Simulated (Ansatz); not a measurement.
# Sn (I4_1/amd): phonon calculation by linear response in Python

What are the phonon frequencies of Sn (I4_1/amd)? Wanted for Sn (I4_1/amd): a phonon calculation by linear response.

All numbers are computed with Ansatz 0.2.0 through its Python package. Level of theory: DFT PBE, plane waves, PAW.

## 1. The system

It takes space group I4_1/amd (No. 141, tetragonal). Conventional cell: a = 5.839 Å, b = 5.839 Å, c = 3.188 Å, α = 90.00°, β = 90.00°, γ = 90.00°. Sn (site symmetry -4m2) has 6 Sn at 3.03 to 3.19 Å as nearest neighbours.

No structure file is read: the coordinates are typed or built in the script.

## 2. The script

The input, sn_dfpt.py:

```python
from pathlib import Path

import ansatz as az
import numpy as np

XC = "pbe"
SMEARING = "cold"
SIGMA = 0.15
KMESH = (12, 12, 12)

vectors = np.array([
    [-2.91964, 2.91964, 1.5938],
    [2.91964, -2.91964, 1.5938],
    [2.91964, 2.91964, -1.5938],
])
system = (
    az.Lattice.of(vectors)
    .atom("Sn", (0.0, 0.0, 0.0))
    .atom("Sn", (0.75, 0.25, 0.5))
)

setup = (
    system.calculation()
    .functional(XC)
    .basis(34 * az.Ry)
    .occupations(SMEARING, width=SIGMA)
    .kpoints(*KMESH)
    .phonons("dfpt", points=[(0, 0, 0), (0.5, 0.5, 0), (0.5, 0, 0.5)])
)
res = setup.run(threads=1, pin="off", runs_dir="runs")
ph = res.phonons

for q in ph.qpoints:
    thz = np.asarray(q.omega_inv_cm) / 33.35641
    print("q = ({:.2f}, {:.2f}, {:.2f})".format(*q.q_frac), np.round(thz, 2) + 0.0, "THz")
```

## 3. What the engine is handed

The engine receives this input:

```yaml
crystal:
  lattice:
    - [-2.91964, 2.91964, 1.5938]
    - [2.91964, -2.91964, 1.5938]
    - [2.91964, 2.91964, -1.5938]
  atoms:
    - { symbol: Sn, position: [0.0, 0.0, 0.0] }
    - { symbol: Sn, position: [0.75, 0.25, 0.5] }
basis:
  ecutwfc: 462.593566181796
kpoints:
  mp_grid:
    grid: [12, 12, 12]
hamiltonian:
  xc: pbe
scf:
  occupations:
    method: cold
    width: 0.15
phonons:
  method: dfpt
  qpoints:
    - [0.0, 0.0, 0.0]
    - [0.5, 0.5, 0.0]
    - [0.5, 0.0, 0.5]
```

## 4. The run

Launch:

```sh
> python sn_dfpt.py
```

**Question.** What results will this script give? Wanted: free energy; gap on the mesh; highest frequency.

**Answer**, as computed:

| quantity | value |
| --- | --- |
| free energy | -12048.3280 eV (-6024.1640 eV/atom) |
| gap on the mesh | none |
| highest frequency | 136 cm⁻¹ |
| imaginary modes at these points | none |

In words: No mode at these points is imaginary. The highest lies at 136 cm⁻¹ (4.1 THz). The mesh shows no gap. The cell isn't relaxed first, so the values belong to this volume. The structure is taken as given; imaginary modes can come from an unrelaxed or unstable start. Phonons of metals also depend on mesh and smearing.
